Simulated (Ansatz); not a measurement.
# C2H4AlFO: shift of H9 from C4 to Al2, part 2 of 3

Aim: the minimum-energy path and barrier of the shift of H9 from C4 to Al2. The ends are relaxed first, then joined by a nudged elastic band. SMILES of the start: [CH3][Al]1[O][CH]1F.

Ansatz 0.2.0; RKS r2SCAN/def2-SVP. Earlier steps stand in the parts before.

## Step 4: The band

crystal.atoms is end A as relaxed above, and neb.final_atoms is end B, turned to lie on A. With 7 inner images the band has 9 in all. The start path is listed, through a guess of the saddle.

File input.yaml:

```yaml
crystal:
  periodic: [false, false, false]
  atoms:
    - { symbol: C, position_ang: [-0.738886, -1.051804, -1.375487] }
    - { symbol: Al, position_ang: [-0.085197, 0.004201, 0.112318] }
    - { symbol: O, position_ang: [1.502689, 0.363189, 0.755078] }
    - { symbol: C, position_ang: [0.582113, 1.105833, 1.537669] }
    - { symbol: F, position_ang: [0.741159, 2.46243, 1.369992] }
    - { symbol: H, position_ang: [-1.820574, -0.938138, -1.541249] }
    - { symbol: H, position_ang: [-0.214383, -0.77184, -2.304123] }
    - { symbol: H, position_ang: [-0.534261, -2.119922, -1.191492] }
    - { symbol: H, position_ang: [0.65574, 0.89975, 2.620194] }
basis:
  gaussian: { orbitals: def2-SVP }
hamiltonian:
  xc: r2scan
neb:
  order_check: false
  images: 7
  f_tol: 0.05
  max_iterations: 60
  final_atoms:
    - { symbol: C, position_ang: [-0.63858612, -0.93177077, -0.99919962] }
    - { symbol: Al, position_ang: [-0.10607706, -0.19657698, 0.71993411] }
    - { symbol: O, position_ang: [1.68250082, 0.74255392, 0.68921577] }
    - { symbol: C, position_ang: [0.75838467, 1.5675851, 0.73746989] }
    - { symbol: F, position_ang: [1.08750205, 2.84261586, 0.7582195] }
    - { symbol: H, position_ang: [-1.72823867, -0.84117004, -1.15321736] }
    - { symbol: H, position_ang: [-0.14667196, -0.42415579, -1.84500805] }
    - { symbol: H, position_ang: [-0.40293376, -2.00738805, -1.07269952] }
    - { symbol: H, position_ang: [-0.41747997, -0.79799425, 2.14818528] }
  initial_path:
    images:
      - { positions_ang: [[-0.738886, -1.051804, -1.375487], [-0.085197, 0.004201, 0.112318], [1.502689, 0.363189, 0.755078], [0.582113, 1.105833, 1.537669], [0.741159, 2.46243, 1.369992], [-1.820574, -0.938138, -1.541249], [-0.214383, -0.77184, -2.304123], [-0.534261, -2.119922, -1.191492], [0.65574, 0.89975, 2.620194]] }
      - { positions_ang: [[-0.717416, -1.03597479, -1.31918137], [0.02725215, -0.07023585, 0.17928493], [1.57742644, 0.42842759, 0.83109279], [0.61983448, 1.16663752, 1.49077187], [0.70561211, 2.46895138, 1.17494042], [-1.80647322, -0.86354358, -1.41359244], [-0.2323444, -0.7014441, -2.25250301], [-0.54719739, -2.09828656, -1.20283537], [0.46170582, 0.65916738, 2.49492219]] }
      - { positions_ang: [[-0.695946, -1.02014557, -1.26287574], [0.13970131, -0.1446727, 0.24625186], [1.65216388, 0.49366618, 0.90710757], [0.65755596, 1.22744205, 1.44387473], [0.67006522, 2.47547277, 0.97988884], [-1.79237244, -0.78894915, -1.28593587], [-0.2503058, -0.6310482, -2.20088302], [-0.56013377, -2.07665112, -1.21417875], [0.26767164, 0.41858475, 2.36965038]] }
      - { positions_ang: [[-0.674476, -1.00431636, -1.20657012], [0.25215046, -0.21910955, 0.31321879], [1.72690132, 0.55890477, 0.98312236], [0.69527744, 1.28824657, 1.3969776], [0.63451833, 2.48199415, 0.78483726], [-1.77827166, -0.71435473, -1.15827931], [-0.2682672, -0.5606523, -2.14926303], [-0.57307016, -2.05501568, -1.22552212], [0.07363746, 0.17800213, 2.24437857]] }
      - { positions_ang: [[-0.653006, -0.98848715, -1.15026449], [0.36459962, -0.2935464, 0.38018572], [1.80163876, 0.62414337, 1.05913715], [0.73299892, 1.3490511, 1.35008046], [0.59897144, 2.48851553, 0.58978568], [-1.76417089, -0.63976031, -1.03062274], [-0.28622859, -0.4902564, -2.09764304], [-0.58600655, -2.03338024, -1.2368655], [-0.12039673, -0.0625805, 2.11910676]] }
      - { positions_ang: [[-0.64940103, -0.97430805, -1.11249827], [0.24693045, -0.26930405, 0.46512282], [1.77185428, 0.653746, 0.9666568], [0.73934536, 1.4036846, 1.19692782], [0.72110409, 2.57704061, 0.63189413], [-1.75518783, -0.69011274, -1.0612714], [-0.25133944, -0.47373125, -2.03448429], [-0.54023835, -2.02688219, -1.195824], [-0.19466754, -0.24643394, 2.12637639]] }
      - { positions_ang: [[-0.64579606, -0.96012896, -1.07473206], [0.12926128, -0.24506169, 0.55005992], [1.74206979, 0.68334864, 0.87417646], [0.7456918, 1.4583181, 1.04377518], [0.84323674, 2.6655657, 0.67400259], [-1.74620478, -0.74046517, -1.09192005], [-0.21645028, -0.4572061, -1.97132554], [-0.49447015, -2.02038414, -1.15478251], [-0.26893835, -0.43028737, 2.13364602]] }
      - { positions_ang: [[-0.64219109, -0.94594987, -1.03696584], [0.01159211, -0.22081934, 0.63499701], [1.7122853, 0.71295128, 0.78169611], [0.75203823, 1.5129516, 0.89062253], [0.9653694, 2.75409078, 0.71611105], [-1.73722172, -0.79081761, -1.12256871], [-0.18156112, -0.44068095, -1.9081668], [-0.44870196, -2.01388609, -1.11374102], [-0.34320916, -0.61414081, 2.14091565]] }
      - { positions_ang: [[-0.63858612, -0.93177077, -0.99919962], [-0.10607706, -0.19657698, 0.71993411], [1.68250082, 0.74255392, 0.68921577], [0.75838467, 1.5675851, 0.73746989], [1.08750205, 2.84261586, 0.7582195], [-1.72823867, -0.84117004, -1.15321736], [-0.14667196, -0.42415579, -1.84500805], [-0.40293376, -2.00738805, -1.07269952], [-0.41747997, -0.79799425, 2.14818528]] }
```

Launch:

```
$ ansatz run input.yaml --threads 2 --pin off --max-ram 3072MiB --backend cpu --events-out ev --progress --plain --runs-dir out
```

Standard output, cut to the lines that bear on the results:

```text
Warning: RAYON_NUM_THREADS=2 ignored (pool sized by the plan → 2); use --threads N
[...]
Functional definition: r2SCAN
[...]
1032 factors; their error is unknown
[...]
mean field -13487.90823337 eV, -495.6714851436 hartree, gradient 7.8e-6 eV, S^2 0.000000; 0 other end points of the search recorded, 0 dependent functions left out
[...]
reference -13487.90824471 eV, -495.6714855606 hartree; 23, 23 occupied and 71, 71 virtual orbitals, 1032 factors
[...]
Atom 5 at    -1.797230    -0.919653    -1.211336 Å, force    -0.000246     0.000053     0.003863 eV/Å
Atom 6 at    -0.356748    -0.942455    -2.258047 Å, force    -0.002479     0.002159    -0.005197 eV/Å
Atom 7 at    -0.516004    -2.131601    -0.941678 Å, force     0.000426     0.008189    -0.001129 eV/Å
Atom 8 at    -0.146153     0.473740     1.778973 Å, force    -0.004232    -0.017448    -0.005383 eV/Å
Dipole moment:    -0.542036    -0.488700    -0.633905 e Å
this run last wrote the band of iteration 18 to <dir>
```

Wall time 6.1 min (2 threads of Arm Neoverse V1, shared host); peak memory 0.19 GiB.

## Step 5: What the band shows

Images 0 and 8 are the ends. Energies count from image 0; the path length is the program's own measure over all atoms.

| image | path (Å) | energy (eV) | H9–C4 (Å) | H9–Al2 (Å) | band force (eV/Å) |
| --- | --- | --- | --- | --- | --- |
| 0 | 0.000 | 0.0000 | 1.10 | 2.76 | - |
| 1 | 0.653 | 0.0913 | 1.10 | 2.68 | 0.012 |
| 2 | 1.306 | 0.5675 | 1.11 | 2.38 | 0.007 |
| 3* | 1.958 | 1.8538 | 1.44 | 1.87 | 0.028 |
| 4 | 2.484 | 0.7429 | 2.00 | 1.63 | 0.027 |
| 5 | 3.010 | -0.0209 | 2.47 | 1.58 | 0.015 |
| 6 | 3.536 | -0.3791 | 2.75 | 1.58 | 0.008 |
| 7 | 4.061 | -0.5490 | 2.91 | 1.58 | 0.004 |
| 8 | 4.587 | -0.5958 | 2.99 | 1.58 | - |

The star marks the climbing image.

image, energy (eV) and a bar:
```
        0      0.000 #######
        1      0.091 ########
        2      0.567 ##############
        3      1.854 ##############################
        4      0.743 ################
        5     -0.021 #######
        6     -0.379 ###
        7     -0.549 #
        8     -0.596
```

The top of the band by iteration:

| iteration | highest image above image 0 (eV) | largest band force (eV/Å) |
| --- | --- | --- |
| 1 | 4.9681 | 5.308 |
| 3 | 2.4671 | 2.843 |
| 5 | 2.9548 | 2.664 |
| 7 | 2.0472 | 1.548 |
| 9 | 1.4574 | 0.894 |
| 11 | 1.8917 | 1.099 |
| 13 | 1.8638 | 0.391 |
| 15 | 1.8577 | 0.158 |
| 17 | 1.8542 | 0.066 |
| 18 | 1.8538 | 0.028 |

The band as a trajectory file:

```xyz
9
image=0 dE=0.0000
C    -0.739   -1.052   -1.375
Al   -0.085    0.004    0.112
O     1.503    0.363    0.755
C     0.582    1.106    1.538
F     0.741    2.462    1.370
H    -1.821   -0.938   -1.541
H    -0.214   -0.772   -2.304
H    -0.534   -2.120   -1.191
H     0.656    0.900    2.620
9
image=1 dE=0.0913
C    -0.704   -1.039   -1.388
Al    0.081    0.179   -0.111
O     1.562    0.376    0.793
C     0.552    1.136    1.470
F     0.874    2.463    1.571
H    -1.800   -0.926   -1.366
H    -0.363   -0.938   -2.428
H    -0.468   -2.063   -1.049
H     0.355    0.765    2.489
9
image=2 dE=0.5675
C    -0.689   -1.065   -1.304
Al    0.229    0.234   -0.216
O     1.660    0.461    0.778
C     0.569    1.224    1.337
F     0.925    2.429    1.826
H    -1.776   -0.884   -1.250
H    -0.378   -0.988   -2.354
H    -0.500   -2.096   -0.959
H     0.047    0.640    2.125
9
image=3 dE=1.8538
C    -0.708   -1.084   -1.223
Al    0.181    0.140   -0.034
O     1.781    0.629    0.776
C     0.720    1.410    1.113
F     0.930    2.379    1.983
H    -1.797   -0.920   -1.211
H    -0.357   -0.942   -2.258
H    -0.516   -2.132   -0.942
H    -0.146    0.474    1.779
9
image=4 dE=0.7429
C    -0.696   -1.071   -1.212
Al    0.048    0.078    0.168
O     1.825    0.774    0.740
C     0.872    1.575    0.948
F     0.988    2.434    1.937
H    -1.795   -0.970   -1.158
H    -0.392   -0.914   -2.256
H    -0.468   -2.120   -0.947
H    -0.293    0.167    1.762
9
image=5 dE=-0.0209
C    -0.683   -1.046   -1.169
Al   -0.030    0.042    0.314
O     1.836    0.846    0.683
C     0.904    1.646    0.858
F     1.089    2.614    1.737
H    -1.787   -1.005   -1.116
H    -0.391   -0.857   -2.212
H    -0.420   -2.095   -0.934
H    -0.429   -0.191    1.823
9
image=6 dE=-0.3791
C    -0.669   -1.009   -1.115
Al   -0.070   -0.018    0.453
O     1.782    0.840    0.660
C     0.865    1.654    0.831
F     1.163    2.792    1.426
H    -1.774   -1.011   -1.100
H    -0.350   -0.742   -2.134
H    -0.377   -2.062   -0.940
H    -0.480   -0.489    1.901
9
image=7 dE=-0.5490
C    -0.656   -0.967   -1.056
Al   -0.096   -0.102    0.595
O     1.721    0.788    0.679
C     0.815    1.626    0.793
F     1.168    2.864    1.071
H    -1.759   -0.975   -1.110
H    -0.278   -0.571   -2.011
H    -0.355   -2.028   -0.993
H    -0.472   -0.683    2.015
9
image=8 dE=-0.5958
C    -0.639   -0.932   -0.999
Al   -0.106   -0.197    0.720
O     1.683    0.743    0.689
C     0.758    1.568    0.737
F     1.088    2.843    0.758
H    -1.728   -0.841   -1.153
H    -0.147   -0.424   -1.845
H    -0.403   -2.007   -1.073
H    -0.417   -0.798    2.148
```

## Step 6: Vibrations at the top

The geometry is the highest inner image of the first converged band.

File input.yaml:

```yaml
crystal:
  periodic: [false, false, false]
  atoms:
    - { symbol: C, position_ang: [-0.708286, -1.084119, -1.223404] }
    - { symbol: Al, position_ang: [0.181311, 0.140155, -0.033935] }
    - { symbol: O, position_ang: [1.781289, 0.628725, 0.77555] }
    - { symbol: C, position_ang: [0.72023, 1.410194, 1.113459] }
    - { symbol: F, position_ang: [0.929993, 2.378712, 1.983318] }
    - { symbol: H, position_ang: [-1.79723, -0.919653, -1.211336] }
    - { symbol: H, position_ang: [-0.356748, -0.942455, -2.258047] }
    - { symbol: H, position_ang: [-0.516004, -2.131601, -0.941678] }
    - { symbol: H, position_ang: [-0.146153, 0.47374, 1.778973] }
basis:
  gaussian: { orbitals: def2-SVP }
hamiltonian:
  xc: r2scan
phonons: {}
```

Launch:

```
$ ansatz run input.yaml --threads 2 --pin off --max-ram 3072MiB --backend cpu --events-out ev --progress --plain --runs-dir out
```

Standard output, cut to the lines that bear on the results:

```text
Warning: RAYON_NUM_THREADS=2 ignored (pool sized by the plan → 2); use --threads N
[...]
[... 1 set-up line as earlier in the session ...]
[...]
1032 factors; their error is unknown
[...]
mean field -13486.05439221 eV, -495.6033577377 hartree, gradient 4.0e-5 eV, S^2 0.000000; 0 other end points of the search recorded, 0 dependent functions left out
[...]
reference -13486.05440273 eV, -495.6033581242 hartree; 23, 23 occupied and 71, 71 virtual orbitals, 1032 factors
[...]
1032 factors; their error is unknown
[...]
WARN: phonons: modes at or below zero, which the zero-point energy, F, S and C_V leave out: 1, the lowest at -987.38 cm⁻¹. A minimum has none, and a first-order saddle one
[...]
Atom 5 at    -1.797230    -0.919653    -1.211336 Å, force    -0.000176     0.000038     0.003855 eV/Å
Atom 6 at    -0.356748    -0.942455    -2.258047 Å, force    -0.002447     0.002163    -0.005253 eV/Å
Atom 7 at    -0.516004    -2.131601    -0.941678 Å, force     0.000402     0.008180    -0.001126 eV/Å
Atom 8 at    -0.146153     0.473740     1.778973 Å, force    -0.004106    -0.017416    -0.005430 eV/Å
Dipole moment:    -0.542040    -0.488701    -0.633902 e Å
Vibrations: -987.38 86.40 120.66 132.93 304.91 456.02 523.92 647.15 677.74 765.39 785.05 1124.32 1170.39 1207.66 1370.05 1414.89 1418.62 1461.57 3040.46 3147.68 3153.79 cm⁻¹, zero-point energy 1.426414 eV
```

Wall time 84 s (2 threads of Arm Neoverse V1, shared host); peak memory 0.14 GiB.

Of 21 modes, 1 is imaginary by more than 30 cm⁻¹ (987i cm⁻¹).

## Step 7: Another band, settings changed

crystal.atoms is end A as relaxed above, and neb.final_atoms is end B, turned to lie on A. With 7 inner images the band has 9 in all. The start path is listed, through a guess of the saddle.

File input.yaml:

```yaml
crystal:
  periodic: [false, false, false]
  atoms:
    - { symbol: C, position_ang: [-0.738886, -1.051804, -1.375487] }
    - { symbol: Al, position_ang: [-0.085197, 0.004201, 0.112318] }
    - { symbol: O, position_ang: [1.502689, 0.363189, 0.755078] }
    - { symbol: C, position_ang: [0.582113, 1.105833, 1.537669] }
    - { symbol: F, position_ang: [0.741159, 2.46243, 1.369992] }
    - { symbol: H, position_ang: [-1.820574, -0.938138, -1.541249] }
    - { symbol: H, position_ang: [-0.214383, -0.77184, -2.304123] }
    - { symbol: H, position_ang: [-0.534261, -2.119922, -1.191492] }
    - { symbol: H, position_ang: [0.65574, 0.89975, 2.620194] }
basis:
  gaussian: { orbitals: def2-SVP }
hamiltonian:
  xc: r2scan
neb:
  order_check: false
  images: 7
  f_tol: 0.05
  max_iterations: 6
  final_atoms:
    - { symbol: C, position_ang: [-0.63858612, -0.93177077, -0.99919962] }
    - { symbol: Al, position_ang: [-0.10607706, -0.19657698, 0.71993411] }
    - { symbol: O, position_ang: [1.68250082, 0.74255392, 0.68921577] }
    - { symbol: C, position_ang: [0.75838467, 1.5675851, 0.73746989] }
    - { symbol: F, position_ang: [1.08750205, 2.84261586, 0.7582195] }
    - { symbol: H, position_ang: [-1.72823867, -0.84117004, -1.15321736] }
    - { symbol: H, position_ang: [-0.14667196, -0.42415579, -1.84500805] }
    - { symbol: H, position_ang: [-0.40293376, -2.00738805, -1.07269952] }
    - { symbol: H, position_ang: [-0.41747997, -0.79799425, 2.14818528] }
  initial_path:
    images:
      - { positions_ang: [[-0.738886, -1.051804, -1.375487], [-0.085197, 0.004201, 0.112318], [1.502689, 0.363189, 0.755078], [0.582113, 1.105833, 1.537669], [0.741159, 2.46243, 1.369992], [-1.820574, -0.938138, -1.541249], [-0.214383, -0.77184, -2.304123], [-0.534261, -2.119922, -1.191492], [0.65574, 0.89975, 2.620194]] }
      - { positions_ang: [[-0.717416, -1.03597479, -1.31918137], [0.02725215, -0.07023585, 0.17928493], [1.57742644, 0.42842759, 0.83109279], [0.61983448, 1.16663752, 1.49077187], [0.70561211, 2.46895138, 1.17494042], [-1.80647322, -0.86354358, -1.41359244], [-0.2323444, -0.7014441, -2.25250301], [-0.54719739, -2.09828656, -1.20283537], [0.46170582, 0.65916738, 2.49492219]] }
      - { positions_ang: [[-0.695946, -1.02014557, -1.26287574], [0.13970131, -0.1446727, 0.24625186], [1.65216388, 0.49366618, 0.90710757], [0.65755596, 1.22744205, 1.44387473], [0.67006522, 2.47547277, 0.97988884], [-1.79237244, -0.78894915, -1.28593587], [-0.2503058, -0.6310482, -2.20088302], [-0.56013377, -2.07665112, -1.21417875], [0.26767164, 0.41858475, 2.36965038]] }
      - { positions_ang: [[-0.674476, -1.00431636, -1.20657012], [0.25215046, -0.21910955, 0.31321879], [1.72690132, 0.55890477, 0.98312236], [0.69527744, 1.28824657, 1.3969776], [0.63451833, 2.48199415, 0.78483726], [-1.77827166, -0.71435473, -1.15827931], [-0.2682672, -0.5606523, -2.14926303], [-0.57307016, -2.05501568, -1.22552212], [0.07363746, 0.17800213, 2.24437857]] }
      - { positions_ang: [[-0.653006, -0.98848715, -1.15026449], [0.36459962, -0.2935464, 0.38018572], [1.80163876, 0.62414337, 1.05913715], [0.73299892, 1.3490511, 1.35008046], [0.59897144, 2.48851553, 0.58978568], [-1.76417089, -0.63976031, -1.03062274], [-0.28622859, -0.4902564, -2.09764304], [-0.58600655, -2.03338024, -1.2368655], [-0.12039673, -0.0625805, 2.11910676]] }
      - { positions_ang: [[-0.64940103, -0.97430805, -1.11249827], [0.24693045, -0.26930405, 0.46512282], [1.77185428, 0.653746, 0.9666568], [0.73934536, 1.4036846, 1.19692782], [0.72110409, 2.57704061, 0.63189413], [-1.75518783, -0.69011274, -1.0612714], [-0.25133944, -0.47373125, -2.03448429], [-0.54023835, -2.02688219, -1.195824], [-0.19466754, -0.24643394, 2.12637639]] }
      - { positions_ang: [[-0.64579606, -0.96012896, -1.07473206], [0.12926128, -0.24506169, 0.55005992], [1.74206979, 0.68334864, 0.87417646], [0.7456918, 1.4583181, 1.04377518], [0.84323674, 2.6655657, 0.67400259], [-1.74620478, -0.74046517, -1.09192005], [-0.21645028, -0.4572061, -1.97132554], [-0.49447015, -2.02038414, -1.15478251], [-0.26893835, -0.43028737, 2.13364602]] }
      - { positions_ang: [[-0.64219109, -0.94594987, -1.03696584], [0.01159211, -0.22081934, 0.63499701], [1.7122853, 0.71295128, 0.78169611], [0.75203823, 1.5129516, 0.89062253], [0.9653694, 2.75409078, 0.71611105], [-1.73722172, -0.79081761, -1.12256871], [-0.18156112, -0.44068095, -1.9081668], [-0.44870196, -2.01388609, -1.11374102], [-0.34320916, -0.61414081, 2.14091565]] }
      - { positions_ang: [[-0.63858612, -0.93177077, -0.99919962], [-0.10607706, -0.19657698, 0.71993411], [1.68250082, 0.74255392, 0.68921577], [0.75838467, 1.5675851, 0.73746989], [1.08750205, 2.84261586, 0.7582195], [-1.72823867, -0.84117004, -1.15321736], [-0.14667196, -0.42415579, -1.84500805], [-0.40293376, -2.00738805, -1.07269952], [-0.41747997, -0.79799425, 2.14818528]] }
```

Launch:

```
$ ansatz run input.yaml --threads 2 --pin off --max-ram 3072MiB --backend cpu --events-out ev --progress --plain --runs-dir out
```

Standard output:

```text
Warning: RAYON_NUM_THREADS=2 ignored (pool sized by the plan → 2); use --threads N
[... 7 set-up lines as earlier in the session ...]
1032 factors; their error is unknown
mean field evaluation 1: about -13476.3111 eV, gradient 7.1e1 eV
mean field evaluation 2: about -13414.5409 eV, gradient 1.7e2 eV
mean field evaluation 4: about -13487.7461 eV, gradient 9.5e0 eV
mean field evaluation 8: about -13487.9565 eV, gradient 1.0e-1 eV
mean field evaluation 16: about -13487.9082 eV, gradient 3.1e-4 eV
mean field -13487.90823337 eV, -495.6714851436 hartree, gradient 7.8e-6 eV, S^2 0.000000; 0 other end points of the search recorded, 0 dependent functions left out
[... 4 lines left out ...]
mean field -13488.50401181 eV, -495.6933795977 hartree, gradient 2.0e-5 eV, S^2 0.000000; 0 other end points of the search recorded, 0 dependent functions left out
[... 2 lines left out ...]
NEB end point (image 0): max|allowed force component| = 1.924e-2 eV/Å (the criterion of neb.relax_end_points is 1.000e-2)
NEB end point (image 8): max|allowed force component| = 8.487e-3 eV/Å (the criterion of neb.relax_end_points is 1.000e-2)
[... 1 line left out ...]
mean field -13487.21063712 eV, -495.6458489543 hartree, gradient 3.4e-5 eV, S^2 0.000000; 0 other end points of the search recorded, 0 dependent functions left out
[... 4 lines left out ...]
mean field -13485.29521293 eV, -495.5754584137 hartree, gradient 7.1e-5 eV, S^2 0.000000; 0 other end points of the search recorded, 0 dependent functions left out
[... 4 lines left out ...]
mean field -13482.94016465 eV, -495.4889119857 hartree, gradient 1.2e-5 eV, S^2 0.000000; 3 other end points of the search recorded, 0 dependent functions left out
[... 4 lines left out ...]
mean field -13484.14897981 eV, -495.5333351235 hartree, gradient 3.0e-5 eV, S^2 0.000000; 1 other end points of the search recorded, 0 dependent functions left out
[... 3 lines left out ...]
mean field -13485.83242529 eV, -495.5952006039 hartree, gradient 4.4e-5 eV, S^2 0.000000; 0 other end points of the search recorded, 0 dependent functions left out
[... 4 lines left out ...]
mean field -13487.26799114 eV, -495.6479566759 hartree, gradient 1.8e-5 eV, S^2 0.000000; 0 other end points of the search recorded, 0 dependent functions left out
[... 3 lines left out ...]
mean field -13488.17819465 eV, -495.6814060380 hartree, gradient 2.1e-5 eV, S^2 0.000000; 0 other end points of the search recorded, 0 dependent functions left out
[... from here on, the SCF cycles and remarks between the steps are left out, and one step in 2 is shown ...]
NEB iter   1: max|band force component| = 5.308e0 eV/Å  barrier→ = 4.9681 eV  barrier← = 5.5638 eV  Δτ_max = 0.2000 Å  (389 SCF iters)
NEB iter   2: max|band force component| = 3.490e0 eV/Å  barrier→ = 3.3169 eV  barrier← = 3.9127 eV  Δτ_max = 0.2000 Å  (267 SCF iters)
NEB iter   4: max|band force component| = 2.790e0 eV/Å  barrier→ = 2.0332 eV  barrier← = 2.6290 eV  Δτ_max = 0.1922 Å  (233 SCF iters)
NEB iter   6: max|band force component| = 2.340e0 eV/Å  barrier→ = 2.1622 eV  barrier← = 2.7580 eV  Δτ_max = 0.2000 Å  (233 SCF iters)
[...]
this run last wrote the band of iteration 6 to <dir>
Error: NEB band did not converge after 6 iterations: max|band force component| = 2.34e0 eV/Å (threshold 5.0e-2); raise `neb.max_iterations` in a new run, which can start from the last band evaluated (`neb.initial_path`, with `crystal.atoms` and `neb.final_atoms` set to its first and last images), add images, or start from endpoints closer to local minima. Where this run's directory can be resumed (`checkpoint.write`), a resume goes on for up to `neb.max_iterations` more; to start a new run from the last band, take its images' positions from the `neb_iteration` event of iteration 6 (`data.images[].positions_ang`), in the event stream of the run that computed that iteration (not this run's, if it was resumed behind it). With `checkpoint.write`, `steps/00-neb/state/checkpoint.json` in the run directory holds the last saved band, under `neb.evaluated.images[].positions_ang` (a band under a hybrid functional on support functions is neither saved nor resumed: `neb.initial_path` says where its path is): check the last entry of `neb.iterations` there, which is earlier than 6 if that iteration was not saved or its write failed. If the band's step has no `state` directory and holds `state.next`, a write was cut short, and the file is under `state.next` instead (behind a loss of power it can be under `state.prev`)
this run wrote the band of iteration 6 to <dir> as well, whether or not its events were kept: a new run's `neb.initial_path` can list its `images[].positions_ang`
a run's events are kept only if it was started with --events-out <file>, and are in that file
```

Wall time 2.1 min (2 threads of Arm Neoverse V1, shared host); peak memory 0.19 GiB.

(Part 2 of 3 ends here.)
